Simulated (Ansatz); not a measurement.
# C2H9GaO: small, medium and large basis sets

Aim: see how fast density functionals converge with the basis set for C2H9GaO.

Method: one geometry, several basis sets; program: Ansatz 0.2.0, Gaussian basis.

The runs, in order: PBE0-D4/def2-SVP; ωB97M-V/def2-SVP; PBE0-D4/def2-QZVPP; ωB97M-V/def2-QZVPP; the functionals' def2-TZVPP values are taken from earlier runs.

**1. The relaxed structure**

All runs share one geometry, relaxed beforehand with PBE0-D4 in a triple-zeta def2 set.

SMILES `[CH3][GaH-]([CH3])[OH2+]`, 13 atoms, charge 0, spin multiplicity 1.

Atoms are counted from 1 here; the program's logs count them from 0.

Bond lengths: C1–Ga2 1.976 Å, C1–H5 1.094 Å, C1–H6 1.092 Å, C1–H7 1.093 Å, Ga2–C3 1.988 Å, Ga2–O4 2.234 Å, Ga2–H8 1.591 Å, C3–H9 1.094 Å, C3–H10 1.094 Å, C3–H11 1.094 Å, O4–H12 0.963 Å, O4–H13 0.963 Å. Angles: Ga2–C1–H5 110.3°, Ga2–C1–H6 111.6°, Ga2–C1–H7 111.4°, H5–C1–H6 107.4°, H5–C1–H7 107.5°, H6–C1–H7 108.4°, C1–Ga2–C3 119.8°, C1–Ga2–O4 100.2°, C1–Ga2–H8 119.2°, C3–Ga2–O4 95.0°, C3–Ga2–H8 117.9°, O4–Ga2–H8 92.4°, Ga2–C3–H9 110.0°, Ga2–C3–H10 112.7°, Ga2–C3–H11 111.7°, H9–C3–H10 106.8°, H9–C3–H11 106.7°, H10–C3–H11 108.7° and more.

**2. PBE0-D4 in def2-SVP**

in.yaml

```yaml
crystal:
  periodic: [false, false, false]
  atoms:
    - {symbol: C, position_ang: [-1.181866, 1.373741, -0.741438]}
    - {symbol: Ga, position_ang: [-0.488179, -0.377966, -0.144478]}
    - {symbol: C, position_ang: [1.311674, -0.980540, -0.735257]}
    - {symbol: O, position_ang: [0.151373, 0.138696, 1.933072]}
    - {symbol: H, position_ang: [-1.601367, 1.291652, -1.748595]}
    - {symbol: H, position_ang: [-1.975908, 1.736714, -0.085265]}
    - {symbol: H, position_ang: [-0.390278, 2.126089, -0.774846]}
    - {symbol: H, position_ang: [-1.511201, -1.481741, 0.373129]}
    - {symbol: H, position_ang: [1.270242, -1.316118, -1.775832]}
    - {symbol: H, position_ang: [1.688907, -1.821869, -0.147174]}
    - {symbol: H, position_ang: [2.044169, -0.168743, -0.694926]}
    - {symbol: H, position_ang: [-0.365962, -0.419244, 2.522847]}
    - {symbol: H, position_ang: [1.068797, -0.135572, 2.033463]}
basis:
  gaussian: {orbitals: def2-SVP}
hamiltonian: {xc: pbe0, dispersion: d4}
output: {orbitals: {seedname: orbitals}}
```

Command:

```console
$ ansatz run in.yaml --threads 4 --pin off --events-out ev --progress --plain --max-ram 10444MiB
```

Further steps of the session: ωB97M-V in def2-SVP; PBE0-D4 in def2-QZVPP; ωB97M-V in def2-QZVPP.

Q: Predict the results of all the runs planned. Wanted: PBE0-D4: double and triple zeta above quadruple; ωB97M-V: double and triple zeta above quadruple.

As calculated:

| quantity | value |
| --- | --- |
| PBE0-D4: double and triple zeta above quadruple | 13.23, 1.44 eV |
| ωB97M-V: double and triple zeta above quadruple | 13.42, 1.40 eV |

For PBE0-D4 the step from double to triple zeta gains 11.79 eV and the next only 1.44 eV. Total energies overstate the basis error of differences, where much of it tends to cancel. The LUMO of ωB97M-V is positive and keeps falling with the basis (1.94 to 0.84 eV): an unbound level that the basis holds in place.
